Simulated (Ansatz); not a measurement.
# C₆H₁₄S₂: a ladder of functionals and wavefunction methods

The task here is to estimate one member of a computed series from the others.

Program: Ansatz 0.2.0, Gaussian basis. Level of theory: functionals in def2-TZVPP, the program's frozen cores in correlated methods. These are calculated values, not measurements.

Levels to be run: PBE-D4, r2SCAN-D4, PBE0-D4, B3LYP-D4, ωB97X-V, ωB97M-V, B2PLYP; CCSD(T)/def2-TZVPP; MP2/def2-QZVPP; extrapolation to the limit.

## The relaxed structure

An earlier PBE0-D4 in a triple-zeta def2 set relaxation fixed the geometry.

SMILES `CCCSSCCC`, 22 atoms, charge 0, spin multiplicity 1.

Atoms are counted from 1 here; the program's logs count them from 0.

Bond lengths: C1–C2 1.520 Å, C1–H9 1.094 Å, C1–H10 1.092 Å, C1–H11 1.094 Å, C2–C3 1.515 Å, C2–H12 1.094 Å, C2–H13 1.094 Å, C3–S4 1.815 Å, C3–H14 1.092 Å, C3–H15 1.096 Å, S4–S5 2.030 Å, S5–C6 1.817 Å, C6–C7 1.517 Å, C6–H16 1.096 Å, C6–H17 1.091 Å, C7–C8 1.517 Å, C7–H18 1.095 Å, C7–H19 1.096 Å and more. Angles: C2–C1–H9 111.4°, C2–C1–H10 111.1°, C2–C1–H11 111.2°, H9–C1–H10 107.7°, H9–C1–H11 107.6°, H10–C1–H11 107.7°, C1–C2–C3 112.0°, C1–C2–H12 110.0°, C1–C2–H13 110.5°, C3–C2–H12 108.7°, C3–C2–H13 109.1°, H12–C2–H13 106.5°, C2–C3–S4 114.4°, C2–C3–H14 111.2°, C2–C3–H15 110.9°, S4–C3–H14 109.3°, S4–C3–H15 103.3°, H14–C3–H15 107.3° and more.

As a file:

```
atom    x (Å)    y (Å)    z (Å)
  C1  -1.5969   0.3355   2.6829
  C2  -1.9138   0.0804   1.2185
  C3  -1.2302   1.0796   0.3085
  S4  -1.5453   0.8208  -1.4603
  S5  -0.7435  -1.0011  -1.8580
  C6   0.9302  -0.6201  -2.4535
  C7   1.8585   0.0269  -1.4438
  C8   2.1326  -0.8224  -0.2165
  H9  -1.9232   1.3318   2.9945
 H10  -2.0951  -0.3930   3.3262
 H11  -0.5221   0.2653   2.8725
 H12  -1.5926  -0.9270   0.9369
 H13  -2.9936   0.1213   1.0476
 H14  -0.1525   1.0997   0.4840
 H15  -1.6075   2.0933   0.4861
 H16   1.3114  -1.5992  -2.7668
 H17   0.8328  -0.0025  -3.3481
 H18   1.4372   0.9954  -1.1558
 H19   2.8007   0.2524  -1.9563
 H20   2.7990  -0.3066   0.4781
 H21   1.2081  -1.0610   0.3141
 H22   2.6057  -1.7695  -0.4907
```

The first run:

Input file in.yaml:

```yaml
crystal:
  periodic: [false, false, false]
  atoms:
    - {symbol: C, position_ang: [-1.596914, 0.335523, 2.682882]}
    - {symbol: C, position_ang: [-1.913786, 0.080406, 1.218516]}
    - {symbol: C, position_ang: [-1.230165, 1.079634, 0.308483]}
    - {symbol: S, position_ang: [-1.545320, 0.820818, -1.460329]}
    - {symbol: S, position_ang: [-0.743483, -1.001140, -1.858023]}
    - {symbol: C, position_ang: [0.930216, -0.620137, -2.453464]}
    - {symbol: C, position_ang: [1.858481, 0.026943, -1.443756]}
    - {symbol: C, position_ang: [2.132599, -0.822376, -0.216543]}
    - {symbol: H, position_ang: [-1.923167, 1.331772, 2.994496]}
    - {symbol: H, position_ang: [-2.095051, -0.392987, 3.326176]}
    - {symbol: H, position_ang: [-0.522130, 0.265342, 2.872550]}
    - {symbol: H, position_ang: [-1.592567, -0.927021, 0.936856]}
    - {symbol: H, position_ang: [-2.993596, 0.121299, 1.047588]}
    - {symbol: H, position_ang: [-0.152512, 1.099679, 0.483971]}
    - {symbol: H, position_ang: [-1.607453, 2.093291, 0.486109]}
    - {symbol: H, position_ang: [1.311412, -1.599215, -2.766798]}
    - {symbol: H, position_ang: [0.832785, -0.002538, -3.348076]}
    - {symbol: H, position_ang: [1.437176, 0.995435, -1.155777]}
    - {symbol: H, position_ang: [2.800734, 0.252351, -1.956267]}
    - {symbol: H, position_ang: [2.798970, -0.306624, 0.478063]}
    - {symbol: H, position_ang: [1.208077, -1.060963, 0.314100]}
    - {symbol: H, position_ang: [2.605684, -1.769512, -0.490747]}
basis:
  gaussian: {orbitals: def2-TZVPP}
hamiltonian: {xc: pbe, dispersion: d4}
output: {forces: true, orbitals: {seedname: orbitals}}
```

Run with:

```bash
ansatz run in.yaml --threads 4 --pin off --events-out ev --progress --plain --max-ram 41984MiB --backend cuda --devices 0, --max-vram 37GiB
```

Steps of the session up to this table: PBE-D4 (GGA); r2SCAN-D4 (meta-GGA); PBE0-D4 (hybrid); B3LYP-D4 (hybrid); ωB97X-V (range-separated); ωB97M-V (range-separated); B2PLYP (double hybrid); CCSD(T) in def2-TZVPP; MP2 in def2-QZVPP.

One table of the session follows, with a row left open; its other results are not shown here.

```
            method  atomisation energy (kJ/mol)
            PBE-D4                       8600.5
         r2SCAN-D4                       8456.0
           PBE0-D4                       8497.3
          B3LYP-D4                       8426.1
           ωB97X-V                       8447.8
           ωB97M-V                       8460.2
            B2PLYP                       8323.4
     HF/def2-TZVPP                       6259.1
    MP2/def2-TZVPP                       8315.5
   CCSD/def2-TZVPP                       8109.5
CCSD(T)/def2-TZVPP                            ?
           MP2/CBS                       8514.3
       CCSD(T)/CBS                       8424.4
```

**Question.** Estimate the row for CCSD(T)/def2-TZVPP.

As computed: atomisation energy (kJ/mol): 8225.5. In the column «atomisation energy (kJ/mol)» it lies between CCSD/def2-TZVPP (8109.5) and MP2/def2-TZVPP (8315.5).
